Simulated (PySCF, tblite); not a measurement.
# C5H7BF radical: geometry, infrared bands and EPR parameters

What infrared bands and EPR parameters should C5H7BF radical (`CCBC1=C(F)[CH]1`) show?

The runs use tblite 0.8.0 and PySCF 2.14.0, with density-fitted response routines of our own; the level of theory stands in each step. All values are computed, except where a source is named. Atoms are numbered from 0 throughout.

## 1. The starting structure

14 atoms, charge 0, multiplicity 2; geometry from: force field or distance geometry start.

Bonds of the start (Å): C0–C1 1.51, C1–B2 1.54, B2–C3 1.57, C3–C4 1.34, C4–F5 1.36, C4–C6 1.48, C6–C3 1.50, C0–H7 1.12, C0–H8 1.10, C0–H9 1.10, C1–H10 1.12, C1–H11 1.13, B2–H12 1.19, C6–H13 1.10.

## 2. Optimising the geometry with GFN2-xTB

What the job is given:

```
{"job": {"kind": "relax", "xc": "GFN2-xTB", "basis": "xTB"}, "charge": 0, "multiplicity": 2}
C      1.969500     0.431300     0.676600
C      1.107600    -0.768400     0.370300
B     -0.090300    -0.506900    -0.565400
C     -1.462100     0.124600    -0.126200
C     -2.214100     1.062300     0.461000
F     -2.173100     2.264900     1.087400
C     -2.943700    -0.093700    -0.104200
H      2.595100     0.162900     1.568900
H      1.401600     1.337900     0.916500
H      2.661800     0.683000    -0.140300
H      0.725300    -1.289200     1.287100
H      1.808300    -1.530100    -0.084500
H     -0.059700    -0.999700    -1.652500
H     -3.326800    -0.879500     0.563200
```

Run with:

```sh
$ OMP_NUM_THREADS=1 python probes_run.py task.json out
```

The driver reads the jobs from task.json and runs them one after another.

Log:

```text
step      E/eV     max force
  0    -545.13747    2.143
  1    -545.38140    1.711
  2    -545.50051    1.055
  3    -545.56015    0.876
  4    -545.60145    0.647
  5    -545.64616    0.580
  6    -545.68079    0.612
  7    -545.70911    0.489
  8    -545.72836    0.434
  9    -545.74838    0.385
 10    -545.77000    0.430
 11    -545.79461    0.552
 12    -545.81300    0.501
 13    -545.82486    1.064
 14    -545.83748    0.820
 15    -545.85272    0.359
 16    -545.86065    0.283
 17    -545.88210    0.493
 18    -545.89535    0.516
 19    -545.92068    0.478
 20    -545.94653    0.529
 21    -545.98245    0.521
 22    -546.01908    0.540
 23    -546.05377    0.533
 24    -546.07526    0.591
 25    -546.08860    0.314
 26    -546.10150    0.547
 27    -546.11354    0.327
 28    -546.11906    1.379
 29    -546.12618    0.486
 30    -546.13426    0.197
 31    -546.13942    0.204
 32    -546.15130    0.245
 33    -546.16001    0.331
 34    -546.16950    0.304
 35    -546.17824    0.247
 36    -546.18817    0.307
 37    -546.19503    0.318
 38    -546.20251    0.220
 39    -546.20975    0.188
 40    -546.21680    0.219
 41    -546.22279    0.199
 42    -546.22877    0.204
 43    -546.23350    0.188
 44    -546.23692    0.141
 45    -546.23939    0.226
 46    -546.24156    0.139
 47    -546.24321    0.113
 48    -546.24452    0.091
 49    -546.24571    0.105
 50    -546.24679    0.067
 51    -546.24735    0.066
 52    -546.24798    0.070
 53    -546.24867    0.078
 54    -546.24939    0.085
 55    -546.24992    0.055
 56    -546.25030    0.050
 57    -546.25064    0.054
 58    -546.25102    0.065
 59    -546.25140    0.054
 60    -546.25171    0.044
 61    -546.25193    0.036
 62    -546.25213    0.045
 63    -546.25236    0.062
 64    -546.25261    0.041
 65    -546.25278    0.029
 66    -546.25290    0.028
 67    -546.25301    0.040
 68    -546.25317    0.051
 69    -546.25334    0.045
 70    -546.25349    0.033
 71    -546.25362    0.030
 72    -546.25380    0.037
 73    -546.25405    0.046
 74    -546.25430    0.051
 75    -546.25445    0.042
 76    -546.25454    0.026
 77    -546.25463    0.030
 78    -546.25474    0.028
 79    -546.25484    0.019
 80    -546.25490    0.014
 81    -546.25492    0.014
 82    -546.25494    0.012
 83    -546.25497    0.012
 84    -546.25499    0.013
 85    -546.25501    0.017
 86    -546.25505    0.023
 87    -546.25512    0.032
 88    -546.25524    0.038
 89    -546.25540    0.035
 90    -546.25555    0.029
 91    -546.25566    0.028
 92    -546.25575    0.023
 93    -546.25584    0.029
 94    -546.25596    0.032
 95    -546.25608    0.029
 96    -546.25620    0.025
 97    -546.25632    0.027
 98    -546.25649    0.034
 99    -546.25674    0.043
100    -546.25714    0.050
101    -546.25781    0.068
102    -546.25881    0.089
103    -546.25987    0.089
104    -546.25359    0.417
105    -546.26096    0.090
106    -546.26096    0.108
107    -546.26203    0.069
108    -546.26280    0.077
109    -546.26349    0.126
110    -546.26437    0.093
111    -546.26575    0.066
112    -546.26645    0.066
113    -546.26734    0.057
114    -546.26792    0.067
115    -546.26831    0.055
116    -546.26869    0.053
117    -546.26944    0.070
118    -546.27021    0.119
119    -546.27145    0.106
120    -546.27351    0.131
121    -546.27608    0.144
122    -546.27564    0.295
123    -546.25289    0.690
124    -546.27639    0.343
125    -546.25701    0.540
126    -546.28207    0.248
127    -546.28022    0.291
128    -546.28450    0.081
129    -546.28516    0.090
130    -546.28666    0.216
131    -546.28752    0.091
132    -546.28824    0.039
133    -546.28879    0.025
134    -546.28905    0.036
135    -546.28916    0.042
136    -546.28921    0.030
137    -546.28933    0.026
138    -546.28941    0.023
139    -546.28954    0.024
140    -546.28963    0.019
141    -546.28972    0.014
142    -546.28977    0.027
143    -546.28980    0.015
144    -546.28982    0.012
145    -546.28984    0.012
146    -546.28985    0.014
147    -546.28987    0.013
148    -546.28988    0.017
149    -546.28991    0.016
150    -546.28994    0.016
151    -546.28998    0.020
152    -546.29002    0.019
153    -546.29004    0.014
154    -546.29006    0.009
```

Wall time 0.67 s (1 thread of Arm Neoverse V2, shared host).

Relaxation path: (not every step is listed)

```
step  energy from step 0 (eV)  largest force (eV/Å)
   0                   0.0000                2.1428
   1                  -0.2439                1.7108
   2                  -0.3630                1.0547
   3                  -0.4227                0.8762
   4                  -0.4640                0.6472
   5                  -0.5087                0.5800
   6                  -0.5433                0.6120
   7                  -0.5716                0.4886
   8                  -0.5909                0.4338
  22                  -0.8816                0.5402
  36                  -1.0507                0.3066
  50                  -1.1093                0.0667
  64                  -1.1151                0.0412
  78                  -1.1173                0.0284
  92                  -1.1183                0.0227
 106                  -1.1235                0.1083
 120                  -1.1360                0.1307
 134                  -1.1516                0.0365
 148                  -1.1524                0.0168
 149                  -1.1524                0.0158
 150                  -1.1525                0.0160
 151                  -1.1525                0.0203
 152                  -1.1526                0.0188
 153                  -1.1526                0.0140
 154                  -1.1526                0.0088
```

Distances of close pairs at the start and the end, largest changes first:

```
  bond  before (Å)  after (Å)  change (Å)
 C4–C6       1.479      1.329      -0.150
 B2–C3       1.573      1.482      -0.091
 C3–C4       1.338      1.418      +0.080
 C4–F5       1.357      1.308      -0.049
 C1–B2       1.542      1.591      +0.048
C6–H13       1.100      1.062      -0.038
C1–H11       1.130      1.095      -0.035
 C0–H7       1.122      1.089      -0.033
```

The next job starts from the end point, and lists it.

## 3. Infrared spectrum with GFN2-xTB

What the job is given:

```
{"job": {"kind": "ir", "xc": "GFN2-xTB", "basis": "xTB"}, "charge": 0, "multiplicity": 2}
C      1.562174     0.512849     0.894894
C      1.323058    -0.845668     0.235935
B     -0.163689    -1.147767    -0.242413
C     -1.240047    -0.147581    -0.048511
C     -1.744558     1.105028     0.384053
F     -1.528231     2.270537     0.936980
C     -2.650967     0.305811    -0.168718
H      2.604496     0.628489     1.189769
H      0.947418     0.620941     1.786246
H      1.317651     1.321114     0.208400
H      1.640376    -1.630679     0.930406
H      2.000208    -0.941386    -0.619546
H     -0.418730    -2.172897    -0.752969
H     -3.649836     0.120735    -0.476666
```

Log:

```text
mode    cm-1     km/mol
  1      47.6      0.38
  2      87.1      0.52
  3     110.0      3.67
  4     220.1      0.19
  5     221.4      0.58
  6     251.7      0.32
  7     416.2     12.38
  8     438.9      4.80
  9     495.8      0.61
 10     578.6      5.31
 11     631.1     30.87
 12     675.0     37.30
 13     754.6     85.69
 14     768.3     12.89
 15     860.5     20.38
 16     906.5     22.48
 17     969.1     11.15
 18    1002.5     32.48
 19    1072.4    235.53
 20    1100.4      6.88
 21    1152.5     57.45
 22    1235.2      3.11
 23    1309.9      2.47
 24    1414.5      0.15
 25    1474.6     15.32
 26    1509.2     75.20
 27    1517.9      2.52
 28    1519.1      1.58
 29    1881.1    156.75
 30    2609.6    164.29
 31    2923.6     47.65
 32    2951.6     44.05
 33    3008.4     67.99
 34    3023.3     61.06
 35    3028.8     26.50
 36    3237.9      2.16
```

Run time: 0.29 s. Hardware: 1 thread of Arm Neoverse V2, shared host.

The strongest bands and the atoms that carry them (share of the mass-weighted mode):

```
cm⁻¹  km/mol                                  atoms
 755    85.7  B2 23 %, H12 20 %, H10 14 %, H11 14 %
1072   235.5              C6 22 %, F5 20 %, C4 20 %
1152    57.5    B2 30 %, H12 19 %, C4 16 %, C6 11 %
1509    75.2     C3 47 %, C4 18 %, B2 18 %, C6 11 %
1881   156.8              C4 52 %, C3 21 %, C6 20 %
2610   164.3                               H12 92 %
3008    68.0                                H7 82 %
3023    61.1                       H9 51 %, H8 40 %
```

## 4. g tensor and hyperfine couplings: B3LYP/pcH-1

The job, as its differences from that of step 3:

```diff
@@ -1,2 +1,2 @@
-{"job": {"kind": "ir", "xc": "GFN2-xTB", "basis": "xTB"}, "charge": 0, "multiplicity": 2}
+{"job": {"kind": "epr", "basis": "pcH-1"}, "charge": 0, "multiplicity": 2}
 C      1.562174     0.512849     0.894894
```

With the program's defaults for keys left out, this is: UKS B3LYP, pcH-1 on B C F H, non-relativistic, mean-field spin-orbit, GIAO.

Log:

```text
UKS, coarse grid
  cycle   1  E = -319.22090592  |g| = 4.49e-01
  cycle   2  E = -319.13738199  |g| = 6.32e-01
  cycle   3  E = -319.32121942  |g| = 5.56e-02
  cycle   4  E = -319.32224330  |g| = 3.11e-02
  cycle   5  E = -319.32261918  |g| = 1.04e-02
  cycle   6  E = -319.32266569  |g| = 3.97e-03
  cycle   7  E = -319.32267405  |g| = 1.82e-03
  cycle   8  E = -319.32267685  |g| = 8.03e-04
UKS, final grid
  cycle   1  E = -319.32270525  |g| = 1.19e-03
  cycle   2  E = -319.32270353  |g| = 2.27e-03
  cycle   3  E = -319.32270604  |g| = 1.79e-04
  cycle   4  E = -319.32270606  |g| = 7.87e-05
  cycle   5  E = -319.32270607  |g| = 4.78e-05
  cycle   6  E = -319.32270607  |g| = 1.20e-05
E = -319.32270607 Eh   <S^2> = 0.7542 (exact 0.7500)
g shifts (ppm)      1          2          3
  rmc          -119       -119       -119
  gc             -7         29         13
  oz_so         -17        262        547
  total        -143        172        440
hyperfine (MHz)  atom isotope    a_iso     a_fc   dipolar eigenvalues
    0   13C       0.07       0.07     -0.60     -0.29      0.89
    1   13C     -10.27     -10.27     -1.31      0.13      1.18
    2   11B       4.49       4.49    -19.48    -14.48     33.95
    3   13C      14.30      14.30    -39.43    -38.94     78.37
    4   13C     -20.90     -20.90     -3.68      1.55      2.13
    5   19F     -10.51     -10.51     -5.37      1.81      3.57
    6   13C      17.20      17.20    -24.83    -22.18     47.00
    7    1H      -0.86      -0.86     -1.04     -0.99      2.03
    8    1H      -0.67      -0.67     -2.23     -1.96      4.19
    9    1H      -0.66      -0.66     -2.21     -1.95      4.16
   10    1H      33.06      33.06     -2.60     -1.93      4.53
   11    1H      33.47      33.47     -2.60     -1.90      4.51
   12    1H     -20.14     -20.14    -10.08     -1.57     11.65
   13    1H     -23.70     -23.70    -12.74     -0.87     13.61
```

Run time: 53 s. Hardware: 1 thread of Arm Neoverse V2, shared host; peak memory 0.88 GiB.

Principal g values 2.00218, 2.00249, 2.00276; g(iso) = 2.00248, against 2.00232 for a free electron.

Mean a(iso) over the nuclei that a row names, and the largest dipolar term of the row (other rows stand at the frozen geometry):

```
    nuclei  isotope  a(iso) (MHz)  a(iso) (G, at g = 2.0023)  largest dipolar term (MHz)
  H10, H11       1H          33.3                       11.9                         4.5
       H13       1H         -23.7                       -8.5                        13.6
        C4      13C         -20.9                       -7.5                        -3.7
       H12       1H         -20.1                       -7.2                        11.6
        C6      13C          17.2                        6.1                        47.0
        C3      13C          14.3                        5.1                        78.4
        F5      19F         -10.5                       -3.8                        -5.4
        C1      13C         -10.3                       -3.7                        -1.3
        B2      11B           4.5                        1.6                        34.0
H7, H8, H9       1H          -0.7                       -0.3                         4.2
        C0      13C           0.1                        0.0                         0.9
```

Mulliken spin populations:

C0 0.00; C1 -0.03; B2 0.35; C3 0.47; C4 -0.03; F5 0.00; C6 0.26; H7 0.00; H8 0.00; H9 0.00; H10 0.01; H11 0.01; H12 -0.02; H13 -0.01

In first order the couplings over 0.8 MHz of 1H, 19F, 11B give 96 distinct lines over 47.9 G, if the averaged nuclei exchange fast.

Orbitals, density, ELF and potential are computed afterwards from the orbital file.

ELF in a plane through or near 10 of the atoms.

Values, 10 rows by 14 columns:
```
0.00 0.00 0.00 0.00 0.00 0.00 0.00 0.00 0.00 0.00 0.00 0.00 0.00 0.00
0.00 0.00 0.00 0.00 0.00 0.00 0.00 0.00 0.00 0.00 0.00 0.00 0.00 0.00
0.00 0.00 0.00 0.00 0.02 0.01 0.01 0.00 0.47 0.61 0.22 0.00 0.00 0.00
0.00 0.00 0.00 0.66 0.91 0.30 0.44 0.01 0.76 0.81 0.19 0.00 0.00 0.00
0.00 0.00 0.00 0.87 0.99 0.23 0.70 0.02 0.71 0.17 0.71 0.08 0.01 0.00
0.00 0.00 0.00 0.01 0.11 0.77 0.45 0.34 0.30 0.62 0.21 0.95 0.49 0.00
0.00 0.00 0.00 0.03 0.59 0.75 0.87 0.22 0.70 0.54 0.50 0.96 0.43 0.00
0.00 0.00 0.00 0.00 0.06 0.04 0.62 1.00 0.53 0.01 0.01 0.01 0.00 0.00
0.00 0.00 0.00 0.00 0.00 0.00 0.83 1.00 0.83 0.01 0.00 0.00 0.00 0.00
0.00 0.00 0.00 0.00 0.00 0.00 0.01 0.04 0.00 0.00 0.00 0.00 0.00 0.00
```
The map spans 12.6 Å across and 10.1 Å up, centred on the molecule. Atoms in the plane (x, y in Å): C0 (-1.5, 0.9), C1 (-1.4, -0.7), B2 (0.0, -1.3), C3 (1.2, -0.4), C4 (1.9, 0.9), F5 (1.8, 2.2), C6 (2.7, -0.2), H7 (-2.6, 1.2), H12 (0.2, -2.4), H13 (3.7, -0.6).

log10 of the density (e/Å³) in the same plane.

Ten even steps from ' ' (-4.0) to '@' (0.8):
```
                                                        
                                                        
                                  ....                  
                  ........    ::========::              
            ..::::--------::--==**####**++::            
          ..::--==========--==++%%@@@@##++--..          
        ..::==++**********++==++%%@@@@%%**--::..        
        ..--==**####%%%%##**++++##%%%%##**==--::..      
        ..--++##%%%%@@@@##**++**##%%@@%%##++==--::      
        ..::==++**##%%%%##****##%%%%%%%%%%##**==--..    
          ::--++**##%%%%##**####%%%%%%@@@@%%##++==..    
          ::--++**%%@@@@%%####%%@@%%%%%%%%%%##**==::    
          ..--++**##%%%%%%%%@@%%####**********++--..    
          ..::==++****####%%%%##**++++++++====--::      
            ..--======++**##%%##**==------::::..        
              ::::----==**######++==--::....            
                  ..::--==++++++==--::..                
                    ..::--------::::..                  
                        ..::::::..                      
                                                        
```
The map spans 12.6 Å across and 10.1 Å up, centred on the molecule. Atoms in the plane (x, y in Å): C0 (-1.5, 0.9), C1 (-1.4, -0.7), B2 (0.0, -1.3), C3 (1.2, -0.4), C4 (1.9, 0.9), F5 (1.8, 2.2), C6 (2.7, -0.2), H7 (-2.6, 1.2), H12 (0.2, -2.4), H13 (3.7, -0.6).

On the surface of density 0.002 e/bohr³ the electrostatic potential runs, from the 1st to the 99th percentile, from -0.59 to 1.72 V.

The spin density lies nearest to C3 38 %; B2 25 %; C6 18 %.

## 5. What came out

| quantity | value |
| --- | --- |
| strongest single infrared mode (GFN2-xTB) | 1072 cm⁻¹, 236 km/mol |
| zero-point energy (GFN2-xTB) | 64.9 kcal/mol |
| g(iso) (B3LYP) | 2.00248 |
| ⟨S²⟩ | 0.754 (exact 0.75) |
| largest a(iso) (averaged by class) | 1H on H10, H11, 33.3 MHz |
| surface potential, 1st and 99th percentile | -0.59 V and 1.72 V |

**Reading.** Over 154 steps the energy fell by 1.153 eV; of the close pairs, C4–C6 changed most, 1.479 to 1.329 Å. All 36 modes are real, so the xTB geometry is a minimum. The strongest single mode, at 1072 cm⁻¹, has its largest shares on C6, F5 and C4 (the list is cut at 3 atoms). GFN2-xTB is a fitted tight-binding method: band positions and strengths are rough. Its intensities can rank the bands wrongly. The largest spin populations lie on C3 (0.47 e), B2 (0.35 e). The isotropic g lies 0.2 ppt above the free-electron value.
